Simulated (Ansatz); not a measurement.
**ZrH₂ (singlet): B2PLYP, PBE-QIDH, RKS PBE0 over a scan of the scale of all distances, def2-SVP**

How well do these functionals follow the top wave-function level for ZrH₂ (singlet) over a scan of the scale of all distances?

Method: def2-SVP, all electrons in the functionals, frozen cores in the correlation of double hybrids and RPA; program: Ansatz 0.2.0, Gaussian basis.

To be run: B2PLYP, PBE-QIDH, RKS PBE0, at 0.870; 1.000; 1.133; 1.303; 1.528; 1.759; 1.984; 2.394.

15 further runs of the same task are left out: 4 for a known fault of the program, 10 that didn't finish, 1 set aside as unsound or not needed.

### Step 1. The system

The geometry derives from a PBE0/def2-TZVP stationary point (not a proven minimum). All distances are scaled together. No spin-orbit coupling is included. Elements past krypton take def2 core potentials.

3 atoms, charge 0, spin multiplicity 1.

Atoms are counted from 1 here; the program's logs count them from 0.

Bond lengths: Zr1–H2 1.929 Å, Zr1–H3 1.929 Å. Angles: H2–Zr1–H3 180.0°.

No dispersion term is added.

The geometry shown and the zero of energy belong to the point 1.000. The yardstick, FCI, and other wave-function levels (R restricted, U unrestricted, valence and pair active spaces) come from earlier runs.

### Step 2. B2PLYP, 0.870

in.yaml reads:

```yaml
crystal:
  periodic: [false, false, false]
  atoms:
    - {symbol: Zr, position_ang: [0.000000, 0.000000, 0.000000]}
    - {symbol: H, position_ang: [0.000000, 0.000000, -1.678056]}
    - {symbol: H, position_ang: [0.000000, 0.000000, 1.678056]}
basis:
  gaussian: {orbitals: def2-SVP}
magnetization: {spin_polarized: true, initial_magnetization: 0}
hamiltonian: {xc: {name: B2PLYP}}
correlation: {electrons: outside_noble_gas}
```

The run is started by

```
ansatz run in.yaml --threads 1 --pin off --events-out ev --progress --plain --max-ram 2393MiB
```

The runs that follow: B2PLYP, 1.000; B2PLYP, 1.133; B2PLYP, 1.303; B2PLYP, 1.528; B2PLYP, 1.759; B2PLYP, 1.984; B2PLYP, 2.394; PBE-QIDH, 0.870; PBE-QIDH, 1.000; PBE-QIDH, 1.133; PBE-QIDH, 1.303; PBE-QIDH, 1.528; PBE-QIDH, 1.759; PBE-QIDH, 1.984; PBE-QIDH, 2.394; RKS PBE0, 0.870; RKS PBE0, 1.000; RKS PBE0, 1.133; RKS PBE0, 1.303; RKS PBE0, 1.528; RKS PBE0, 1.759; RKS PBE0, 1.984; RKS PBE0, 2.394.

**Question.** What will the summary of the whole plan be? Wanted: span of the FCI curve; largest miss, RKS PBE0.

**Answer**, as computed:

| quantity | value |
| --- | --- |
| span of the FCI curve | 4.654 eV |
| largest miss, RKS PBE0 | +3.066 eV (2.394) |

RKS PBE0 strays by up to 3.066 eV, at 2.394. Functionals and the yardstick converge differently with the basis, so part of each miss in def2-SVP is the basis.
